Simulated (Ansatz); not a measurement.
# GeH₆O: a short trajectory

The task is to watch the atoms for 60 steps of 0.75 fs, started with velocities for 300 K and run at constant energy, and see to which side of the barrier the system falls.

Computed with Ansatz 0.2.0, Gaussian basis. Level: r2SCAN-D4/def2-SVP.

## Step 1: Starting geometry

The start, a first-order saddle point found at PBE0-D4 in triple zeta: 8 atoms, charge 0, spin multiplicity 1.

Atoms are counted from 1 here; the program's logs count them from 0.

Bond lengths: Ge1–O2 2.020 Å, Ge1–H3 1.538 Å, Ge1–H4 1.532 Å, Ge1–H5 1.557 Å, Ge1–H7 1.912 Å, O2–H6 1.153 Å, O2–H8 0.966 Å. Angles: O2–Ge1–H3 121.6°, O2–Ge1–H4 113.7°, O2–Ge1–H5 87.3°, O2–Ge1–H7 65.1°, H3–Ge1–H4 115.8°, H3–Ge1–H5 105.5°, H3–Ge1–H7 86.1°, H4–Ge1–H5 107.2°, H4–Ge1–H7 89.5°, H5–Ge1–H7 152.0°, Ge1–O2–H6 73.6°, Ge1–O2–H8 117.1°, H6–O2–H8 117.7°.

As a file:

| atom | x (Å) | y (Å) | z (Å) |
| --- | --- | --- | --- |
| Ge1 | -0.44363 | 0.41481 | -0.42643 |
| O2 | 0.66861 | -1.13075 | 0.24784 |
| H3 | 0.04514 | 1.86851 | -0.31256 |
| H4 | -1.95206 | 0.20494 | -0.26274 |
| H5 | -0.06893 | -0.03864 | -1.86820 |
| H6 | 0.39839 | -0.49740 | 1.17276 |
| H7 | -0.24303 | 0.33530 | 1.47313 |
| H8 | 1.59542 | -1.15677 | -0.02371 |

## Step 2: Dynamics

The input, md/in.yaml:

```yaml
crystal:
  periodic: [false, false, false]
  atoms:
    - {symbol: Ge, position_ang: [-0.443632, 0.414810, -0.426430]}
    - {symbol: O, position_ang: [0.668608, -1.130752, 0.247844]}
    - {symbol: H, position_ang: [0.045139, 1.868511, -0.312561]}
    - {symbol: H, position_ang: [-1.952063, 0.204937, -0.262737]}
    - {symbol: H, position_ang: [-0.068932, -0.038635, -1.868197]}
    - {symbol: H, position_ang: [0.398387, -0.497403, 1.172762]}
    - {symbol: H, position_ang: [-0.243029, 0.335302, 1.473131]}
    - {symbol: H, position_ang: [1.595422, -1.156770, -0.023712]}
basis:
  gaussian: {orbitals: def2-SVP}
hamiltonian: {xc: r2scan, dispersion: d4}
md: {n_steps: 60, timestep: 0.75, temperature: 300, ensemble: nve, seed: 44, initial_velocities: maxwell_boltzmann}
```

Run with:

```
> ansatz run in.yaml --threads 2 --pin off --events-out ev --progress --plain --max-ram 4352MiB
```

Before running it: what results should come out? Wanted: temperature at the start; mean temperature, second half; lowest and highest potential energy, from the first frame; largest change of potential + kinetic; bonds lost by distance.

As calculated:

| quantity | value |
| --- | --- |
| length | 60 steps, 45.0 fs |
| temperature at the start | 300 K |
| mean temperature, second half | 1888 K |
| lowest and highest potential energy, from the first frame | -1592 and 59 meV |
| largest change of potential + kinetic | 5.2 meV |
| bonds lost by distance | Ge1–O2 |

What this shows: By the last frame it has moved towards the side where Ge1–H7, O2–H6 form. The system runs downhill by 1.59 eV, and that energy turns into motion. With no thermostat the total energy should stay fixed; it holds within 5.2 meV, small beside the kinetic energy, so the time step serves. The instant temperature ranges from 225 to 2347 K, as energy passes between motion and strain.
